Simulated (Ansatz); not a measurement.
**CH7ClFNSi2: up Jacob's ladder to CCSD(T)**

An exercise on one series of results from a longer session: the logs are not shown, and one member is left open.

The runs use Ansatz 0.2.0, Gaussian basis; functionals in def2-TZVPP, the program's frozen cores in correlated methods.

Levels to be run: PBE-D4, r2SCAN-D4, PBE0-D4, B3LYP-D4, ωB97X-V, ωB97M-V, B2PLYP; CCSD(T)/def2-TZVPP; MP2/def2-QZVPP; extrapolation to the limit.

### The relaxed structure

An earlier PBE0-D4 in a triple-zeta def2 set relaxation fixed the geometry.

SMILES `CN([SiH2]F)[SiH2]Cl`, 13 atoms, charge 0, spin multiplicity 1.

Atoms are counted from 1 here; the program's logs count them from 0.

Bond lengths: C1–N2 1.468 Å, C1–H7 1.093 Å, C1–H8 1.094 Å, C1–H9 1.093 Å, N2–Si3 1.711 Å, N2–Si5 1.717 Å, Si3–F4 1.601 Å, Si3–H10 1.477 Å, Si3–H11 1.480 Å, Si5–Cl6 2.061 Å, Si5–H12 1.481 Å, Si5–H13 1.477 Å. Angles: N2–C1–H7 110.5°, N2–C1–H8 111.6°, N2–C1–H9 110.9°, H7–C1–H8 107.9°, H7–C1–H9 107.3°, H8–C1–H9 108.5°, C1–N2–Si3 118.9°, C1–N2–Si5 117.2°, Si3–N2–Si5 123.9°, N2–Si3–F4 111.9°, N2–Si3–H10 108.8°, N2–Si3–H11 109.3°, F4–Si3–H10 107.4°, F4–Si3–H11 105.5°, H10–Si3–H11 114.1°, N2–Si5–Cl6 110.8°, N2–Si5–H12 110.7°, N2–Si5–H13 108.7° and more.

Coordinates:

```tsv
atom	x (Å)	y (Å)	z (Å)
C1	-0.6281	0.1734	1.3729
N2	0.0013	-0.0090	0.0595
Si3	1.6876	-0.2872	-0.0180
F4	2.0604	-1.7983	0.3573
Si5	-1.0268	0.0247	-1.3148
Cl6	-1.7977	1.9134	-1.6055
H7	0.1310	0.3429	2.1402
H8	-1.2113	-0.7047	1.6646
H9	-1.2889	1.0444	1.3704
H10	2.1456	-0.0510	-1.4027
H11	2.3678	0.5520	0.9941
H12	-2.2026	-0.8518	-1.1116
H13	-0.2383	-0.3487	-2.5066
```

The first run:

in.yaml

```yaml
crystal:
  periodic: [false, false, false]
  atoms:
    - {symbol: C, position_ang: [-0.628107, 0.173403, 1.372927]}
    - {symbol: N, position_ang: [0.001290, -0.009041, 0.059493]}
    - {symbol: Si, position_ang: [1.687563, -0.287224, -0.017964]}
    - {symbol: F, position_ang: [2.060446, -1.798330, 0.357329]}
    - {symbol: Si, position_ang: [-1.026765, 0.024734, -1.314752]}
    - {symbol: Cl, position_ang: [-1.797717, 1.913432, -1.605496]}
    - {symbol: H, position_ang: [0.130984, 0.342854, 2.140175]}
    - {symbol: H, position_ang: [-1.211282, -0.704658, 1.664640]}
    - {symbol: H, position_ang: [-1.288933, 1.044398, 1.370372]}
    - {symbol: H, position_ang: [2.145578, -0.051021, -1.402676]}
    - {symbol: H, position_ang: [2.367845, 0.552008, 0.994119]}
    - {symbol: H, position_ang: [-2.202573, -0.851847, -1.111590]}
    - {symbol: H, position_ang: [-0.238317, -0.348709, -2.506577]}
basis:
  gaussian: {orbitals: def2-TZVPP}
hamiltonian: {xc: pbe, dispersion: d4}
output: {forces: true, orbitals: {seedname: orbitals}}
```

On the command line:

```console
ansatz run in.yaml --threads 2 --pin off --events-out ev --progress --plain --max-ram 32768MiB --backend cuda --devices 0, --max-vram 18GiB
```

Steps of the session up to this table: PBE-D4 (GGA); r2SCAN-D4 (meta-GGA); PBE0-D4 (hybrid); B3LYP-D4 (hybrid); ωB97X-V (range-separated); ωB97M-V (range-separated); B2PLYP (double hybrid); CCSD(T) in def2-TZVPP; MP2 in def2-QZVPP.

One table of the session follows, with a row left open; its other results are not shown here.

```
            method  atomisation energy (kJ/mol)
            PBE-D4                            ?
         r2SCAN-D4                       4630.5
           PBE0-D4                       4605.8
          B3LYP-D4                       4628.7
           ωB97X-V                       4667.3
           ωB97M-V                       4657.0
            B2PLYP                       4579.1
     HF/def2-TZVPP                       3436.7
    MP2/def2-TZVPP                       4584.6
   CCSD/def2-TZVPP                       4454.5
CCSD(T)/def2-TZVPP                       4514.7
           MP2/CBS                       4721.0
       CCSD(T)/CBS                       4651.0
```

**Question.** Estimate the row for PBE-D4.

The run gave: atomisation energy (kJ/mol): 4660.7. In the column «atomisation energy (kJ/mol)» it lies between ωB97M-V (4657.0) and ωB97X-V (4667.3).

To keep in mind: Free atoms (1 C, 1 N, 2 Si, 1 F, 1 Cl, 7 H) were run apart at each level; the atomisation energy is their sum less the molecule, without zero-point or spin-orbit terms.
